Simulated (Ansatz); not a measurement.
# ClH3SiTe (SMILES Cl[SiH2][TeH]): single points off equilibrium

The task here is to estimate one member of a computed series from the others.

Program: Ansatz 0.2.0, Gaussian basis. Level of theory: single points in def2-TZVPP. These are calculated values, not measurements.

Cores are frozen in the correlated methods. Filled d shells of the heavier atoms are correlated. Core potentials replace the inner electrons past krypton, and spin-orbit coupling is left out.

## The system as given

SMILES `Cl[SiH2][TeH]`, 6 atoms, charge 0, spin multiplicity 1.

Atoms are counted from 1 here; the program's logs count them from 0.

Bond lengths: Cl1–Si2 2.000 Å, Si2–Te3 2.573 Å, Si2–H4 1.122 Å, Si2–H5 1.532 Å, Te3–H6 1.977 Å. Angles: Cl1–Si2–Te3 116.8°, Cl1–Si2–H4 121.7°, Cl1–Si2–H5 92.8°, Te3–Si2–H4 108.8°, Te3–Si2–H5 108.5°, H4–Si2–H5 105.5°, Si2–Te3–H6 86.2°.

As a file:

| atom | x (Å) | y (Å) | z (Å) |
| --- | --- | --- | --- |
| Cl1 | -2.05950 | -0.42570 | 0.09120 |
| Si2 | -0.17080 | -0.40500 | -0.56530 |
| Te3 | 1.67200 | -0.13780 | 1.21100 |
| H4 | 0.18670 | -1.11950 | -1.35370 |
| H5 | -0.35360 | 0.93740 | -1.28090 |
| H6 | 0.52220 | 1.26140 | 2.00310 |

The first run:

Contents of run/in.yaml:

```yaml
crystal:
  periodic: [false, false, false]
  atoms:
    - {symbol: Cl, position_ang: [-2.059500, -0.425700, 0.091200]}
    - {symbol: Si, position_ang: [-0.170800, -0.405000, -0.565300]}
    - {symbol: Te, position_ang: [1.672000, -0.137800, 1.211000]}
    - {symbol: H, position_ang: [0.186700, -1.119500, -1.353700]}
    - {symbol: H, position_ang: [-0.353600, 0.937400, -1.280900]}
    - {symbol: H, position_ang: [0.522200, 1.261400, 2.003100]}
basis:
  gaussian: {orbitals: def2-TZVPP}
correlation: {method: ccsd_t}
output: {forces: true}
```

No record of the launch command was kept for these runs.

Steps of the session up to this table: CCSD(T)/def2-TZVPP; PBE0-D4/def2-TZVPP; wB97M-V/def2-TZVPP; r2SCAN-D4/def2-TZVPP; PBE-D4/def2-TZVPP; SPW92/def2-TZVPP; r2SCANh-D4/def2-TZVPP.

One table of the session follows, with a row left open; its other results are not shown here.

```
    method  RMS force component (eV/Å)  angle to CCSD(T) forces (°)  dipole (D)
   CCSD(T)                       5.308                    reference        1.13
   PBE0-D4                       5.300                          0.8        1.10
   wB97M-V                       5.256                          1.1        1.21
 r2SCAN-D4                       5.282                          0.5        1.08
    PBE-D4                           ?                            ?           ?
     SPW92                       5.273                          1.8        0.90
r2SCANh-D4                       5.293                          0.7        1.09
```

Estimate the missing values for PBE-D4.

The run gave: RMS force component (eV/Å): 5.251; angle to CCSD(T) forces (°): 1.5; dipole (D): 1.06. In the column «RMS force component (eV/Å)» it is the lowest.
